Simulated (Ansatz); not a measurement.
# Si2W: the cost of one run

Method: DFT PBEsol, scalar-relativistic, plane waves, PAW, in Ansatz 0.2.0.

1 further run of the same task is left out (set aside as unsound or not needed).

**1. The structure to begin with**

The structure is tetragonal, space group I4/mmm (No. 139). The conventional cell has a = 3.203 Å, b = 3.203 Å, c = 7.816 Å, α = 90.00°, β = 90.00°, γ = 90.00°. Si (site symmetry 4mm) has 5 Si at 2.59 to 2.62 Å and 5 W at 2.61 Å as nearest neighbours. Around W (site symmetry 4/mmm) lie 10 Si at 2.61 Å.

Structure file:

```cif
data_structure
_symmetry_space_group_name_H-M 'P 1'
_symmetry_Int_Tables_number 1
_cell_length_a 4.5167
_cell_length_b 4.5167
_cell_length_c 4.5167
_cell_angle_alpha 138.471
_cell_angle_beta 138.471
_cell_angle_gamma 60.182
_cell_volume 40.08
loop_
_atom_site_label
_atom_site_type_symbol
_atom_site_fract_x
_atom_site_fract_y
_atom_site_fract_z
_atom_site_occupancy
Si1 Si 0.33454 0.33454 0.00000 1
Si2 Si 0.66546 0.66546 0.00000 1
W1 W 0.00000 0.00000 0.00000 1
```

It is the result of an earlier relaxation at this level (volume 13.36 Å³/atom; gap on the mesh: none (metal)).

**2. Point at V/V0 = 0.97**

The input, input.yaml:

```yaml
crystal:
  lattice:
    - [-1.5851092227, 1.5851092227, 3.8684840167]
    - [1.5851092227, -1.5851092227, 3.8684840167]
    - [1.5851092227, 1.5851092227, -3.8684840167]
  atoms:
    - { symbol: Si, position: [0.334542448, 0.334542448, 0.0] }
    - { symbol: Si, position: [0.665457552, 0.665457552, 0.0] }
    - { symbol: W, position: [0.0, 0.0, 0.0] }
basis:
  ecutwfc: 420
kpoints:
  mp_grid: { grid: [18, 18, 18] }
hamiltonian:
  xc: pbesol
scf:
  occupations: { method: gaussian, width: 0.1 }
output:
  forces: true
  stress: true
  eigenvalues: true
  write_density: true
  write_potential: true
  elf: true
  volumetric_format: npy
relax:
  adjacent_minimum: "off"
  f_tol: 0.01
  max_steps: 30
  cell: { stress_tol: 0.1, fix: [volume] }
```

Run with:

```bash
$ ansatz run input.yaml --threads 1 --pin off --max-ram 2560MiB --backend cpu --events-out ev --progress --plain --runs-dir out
```

**Question.** How long does this run take on 1 thread of INTEL XEON PLATINUM 8581C at 2.10GHz (Emerald Rapids), shared host, and how much memory does it need?

About 43 s, with a peak of 0.62 GiB.
